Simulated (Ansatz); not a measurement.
What does this script print? It uses Ansatz 0.2.0 through its Python package.

`ba_alloy.py`
```python
from collections import Counter
import warnings

import ansatz as az
import numpy as np

FUNCTIONAL = "r2scan"
SCF_TOL = 1e-09
K_SPACING = 0.16
SMEARING = "gaussian"
SMEARING_WIDTH = 0.1


def bcc(a_site, a):
    return (
        az.Lattice.bcc(a)
        .space_group(229)
        .atom(a_site, (0, 0, 0))
        .primitive()
    )

A_FIRST, A_LAST = 5.01, 4.28


def compute(name, crystal):
    calc = (
        crystal.calculation()
        .functional(FUNCTIONAL)
        .basis(41 * az.Ry)
        .scf(tolerance=SCF_TOL)
        .kpoints(spacing=K_SPACING)
        .occupations(SMEARING, width=SMEARING_WIDTH)
        .band_table()
    )
    calc = calc.relax(force_tolerance=0.03, fix_cell=["shape"])
    return calc.run(threads=1, backend="cpu")


def volume_per_atom(outcome):
    return abs(np.linalg.det(outcome.lattice.cell_ang)) / len(outcome.lattice.sites)


def counts(outcome):
    return Counter(site.symbol for site in outcome.lattice.sites)


def main() -> None:
    warnings.simplefilter("ignore", az.DeckWarning)

    phases = {}
    for k in range(2 + 1):
        a = A_FIRST + (A_LAST - A_FIRST) * k / 2
        cell = bcc("Ba", a).conventional().resolved()
        sites = [site.position for site in cell.sites if site.symbol == "Ba"]
        for position in sites[:k]:
            cell = cell.substitution("Na", at=position, replaces="Ba")
        phases[f"Ba{2 - k}Na{k}"] = cell.resolved()

    done = {name: compute(name, crystal) for name, crystal in phases.items()}

    # mixing quantities against the straight line between the end members, both on this lattice
    x = {name: counts(o)["Na"] / (counts(o)["Ba"] + counts(o)["Na"]) for name, o in done.items()}
    first, last = min(x, key=x.get), max(x, key=x.get)
    energy = {name: o.report["energy_sigma0_ev"] / len(o.lattice.sites) for name, o in done.items()}
    volume = {name: volume_per_atom(o) for name, o in done.items()}
    rows = []
    for name in sorted(done, key=x.get):
        line = lambda table: (1 - x[name]) * table[first] + x[name] * table[last]
        rows.append((name, x[name], 1000 * (energy[name] - line(energy)), volume[name], 100 * (volume[name] / line(volume) - 1)))
    print("      cell       x(Na)  E_mix (meV/atom)  V (A^3/atom)  excess V (%)")
    for row in rows:
        print(f"{str(row[0]):>10}  {row[1]:10.3f}  {row[2]:+16.1f}  {row[3]:12.3f}  {row[4]:+12.2f}")


if __name__ == "__main__":
    main()
```

```console
$ python ba_alloy.py
      cell       x(Na)  E_mix (meV/atom)  V (A^3/atom)  excess V (%)
    Ba2Na0       0.000              +0.0        64.794         +0.00
    Ba1Na1       0.500             +11.6        53.008         +3.54
    Ba0Na2       1.000              +0.0        37.592         +0.00
```

Mixing energies: +12 meV an atom at x(Na) = 0.50 (volume +3.5 % off the straight line). Values this small can change sign on a finer mesh.

Caveats:
- The program warned that this SCF threshold is loose for forces or stresses.
- Atoms and volume are relaxed with the cell's shape held, which in cells of lower than cubic symmetry can hide stresses and shift volumes.
- The meshes are coarse for the metals among these phases, whose energies can be off by up to 40 meV an atom.
- These are small ordered cells, with both end members on the same lattice, which need not be their own; they aren't random solutions. Differences under about 40 meV an atom lie within the error of mesh and functional.
- The cells are prototypes set up for this calculation and needn't exist.
- The script silences the warnings on its input, which a real study should read.
- Wall time of the script: 37 s on 1 thread of AMD EPYC 9R45 96-Core Processor (Zen 5) (shared host), peak memory 0.81 GiB.
